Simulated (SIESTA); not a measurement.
Crystal: ZrAsRu.

```
Ru Zr As
1.0
     6.60139    0.00000    0.00000
    -3.30069    5.71697    0.00000
     0.00000    0.00000    3.91891
Ru Zr As
3 3 3
Cartesian
  2.4962 4.3235 0.0000
  1.6090 0.0000 0.0000
  -0.8045 1.3934 0.0000
  -1.9208 3.3269 1.9595
  3.8416 0.0000 1.9595
  1.3799 2.3900 1.9595
  0.0000 3.8113 0.0000
  3.3007 1.9057 0.0000
  0.0000 0.0000 1.9595
```

The cell comes from a database or a generator and needn't be the stable form of this composition.

| Property | Result |
| --- | --- |
| Program | SIESTA 5.4.2 |
| Task | single point |
| Functional | PBEsol |
| Potentials or basis | PseudoDojo 0.4 standard (PBEsol files) |
| Basis | DZP (energy shift 0.003 Ry; two zetas on semicore shells) |
| Grid cutoff | 800 Ry |
| Energy shift | 0.003 Ry |
| k mesh | 5 × 5 × 7 |
| Occupations | fermi-dirac, width 0.05 eV |
| Spin | no spin polarisation |

On this cell: pressure -1.6 GPa; largest force 0.047 eV/Å; band gap on the k mesh none (metal or under the smearing width).

The same run follows on a disturbed copy (atoms moved at random, drawn with an rms of 0.05 Å):

```xyz
9
Lattice="6.6014 0.0000 0.0000 -3.3007 5.7170 0.0000 0.0000 0.0000 3.9189" Properties=species:S:1:pos:R:3 pbc="T T T"
Ru    2.4970    4.2736    0.0660
Ru    1.6091    0.0242    0.0213
Ru   -0.8416    1.3292    0.0329
Zr   -1.9075    3.2622    1.9482
Zr    3.8255   -0.0040    2.0101
Zr    1.4170    2.4249    1.9696
As   -0.0002    3.8357   -0.0214
As    3.3135    1.9415    0.0021
As    0.0116    0.0143    1.9958
```

What does the disturbed cell give?

The energy (extrapolated to zero smearing) moves by +15.8 meV/atom; pressure -1.2 GPa; largest force 0.917 eV/Å; band gap on the k mesh none (metal or under the smearing width).

Forces in eV/Å, atoms in the order of the input:
```
Ru   0.122  0.819 -0.054
Ru  -0.029 -0.273  0.071
Ru   0.329  0.750  0.021
Zr   0.028  0.689  0.077
Zr   0.250  0.225 -0.543
Zr  -0.379 -0.399 -0.118
As  -0.210 -0.558  0.462
As  -0.217 -0.884  0.108
As   0.103 -0.372 -0.024
```

Stress tensor (GPa, compression positive):
```
-1.43 -0.30 -0.19
-0.30 -1.49  0.02
-0.19  0.02 -0.59
```

Caveats: the basis of atomic orbitals isn't converged, which shifts pressures, moduli and gaps.
